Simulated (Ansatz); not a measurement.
# FH₅OSi₂: one species, many methods

How much do the methods differ for FH₅OSi₂? The plan is to run it at one geometry with functionals of several rungs and with coupled cluster, and see how far each lands from CCSD(T) at the basis-set limit for the atomisation energy.

Method: functionals in def2-TZVPP, the program's frozen cores in correlated methods; program: Ansatz 0.2.0, Gaussian basis.

Plan: PBE-D4, r2SCAN-D4, PBE0-D4, B3LYP-D4, ωB97X-V, ωB97M-V, B2PLYP; CCSD(T)/def2-TZVPP; MP2/def2-QZVPP; extrapolation to the limit.

**1. The relaxed structure**

An earlier PBE0-D4 in a triple-zeta def2 set relaxation fixed the geometry.

SMILES `O[SiH2][SiH2]F`, 9 atoms, charge 0, spin multiplicity 1.

Atoms are counted from 1 here; the program's logs count them from 0.

Bond lengths: O1–Si2 1.651 Å, O1–H5 0.958 Å, Si2–Si3 2.352 Å, Si2–H6 1.494 Å, Si2–H7 1.483 Å, Si3–F4 1.607 Å, Si3–H8 1.488 Å, Si3–H9 1.490 Å. Angles: Si2–O1–H5 118.1°, O1–Si2–Si3 113.4°, O1–Si2–H6 111.7°, O1–Si2–H7 105.7°, Si3–Si2–H6 106.2°, Si3–Si2–H7 111.0°, H6–Si2–H7 108.8°, Si2–Si3–F4 111.2°, Si2–Si3–H8 110.7°, Si2–Si3–H9 111.2°, F4–Si3–H8 107.9°, F4–Si3–H9 107.3°, H8–Si3–H9 108.5°.

**2. PBE-D4 (GGA)**

in.yaml

```yaml
crystal:
  periodic: [false, false, false]
  atoms:
    - {symbol: O, position_ang: [-0.736632, 1.478133, -1.289074]}
    - {symbol: Si, position_ang: [0.519174, 0.652684, -0.604765]}
    - {symbol: Si, position_ang: [-0.171897, -1.086089, 0.820804]}
    - {symbol: F, position_ang: [-0.961517, -2.225603, 0.007976]}
    - {symbol: H, position_ang: [-1.388680, 1.870718, -0.707611]}
    - {symbol: H, position_ang: [1.385252, 1.547823, 0.220453]}
    - {symbol: H, position_ang: [1.318289, 0.125289, -1.737212]}
    - {symbol: H, position_ang: [1.000305, -1.724063, 1.479031]}
    - {symbol: H, position_ang: [-1.090396, -0.581294, 1.879498]}
basis:
  gaussian: {orbitals: def2-TZVPP}
hamiltonian: {xc: pbe, dispersion: d4}
output: {forces: true, orbitals: {seedname: orbitals}}
```

The runs that follow: r2SCAN-D4 (meta-GGA); PBE0-D4 (hybrid); B3LYP-D4 (hybrid); ωB97X-V (range-separated); ωB97M-V (range-separated); B2PLYP (double hybrid); CCSD(T) in def2-TZVPP; MP2 in def2-QZVPP.

Before running them: what should the planned runs give, taken together? Wanted: atomisation energy, CCSD(T)/CBS; farthest; mean size of error, hybrid; mean size of error, range-separated; gap, smallest and largest; T1 diagnostic; triples share of the correlation energy.

As calculated:

| quantity | value |
| --- | --- |
| atomisation energy, CCSD(T)/CBS | 3049.3 kJ/mol |
| functionals within 15.2 kJ/mol (0.5 %) | ωB97X-V |
| farthest | PBE0-D4 (-71.0 kJ/mol) |
| mean size of error, hybrid | 51.1 kJ/mol |
| mean size of error, range-separated | 9.4 kJ/mol |
| gap, smallest and largest | 5.06 eV (PBE-D4), 11.55 eV (ωB97X-V) |
| T1 diagnostic | 0.0121 |
| triples share of the correlation energy | 3.0 % |

PBE-D4 misses by -27.9 kJ/mol. Double hybrids carry the basis error of their MP2 part in triple zeta, and no dispersion term here, so their miss is partly the set-up's. Misses under about 15.2 kJ/mol are within the doubt on the reference itself, which lacks core-valence correlation, relativity and higher excitations. Hartree-Fock recovers 74 % of the binding; the rest is correlation. Orbital gaps span 5.1 to 11.6 eV; exact exchange widens them.
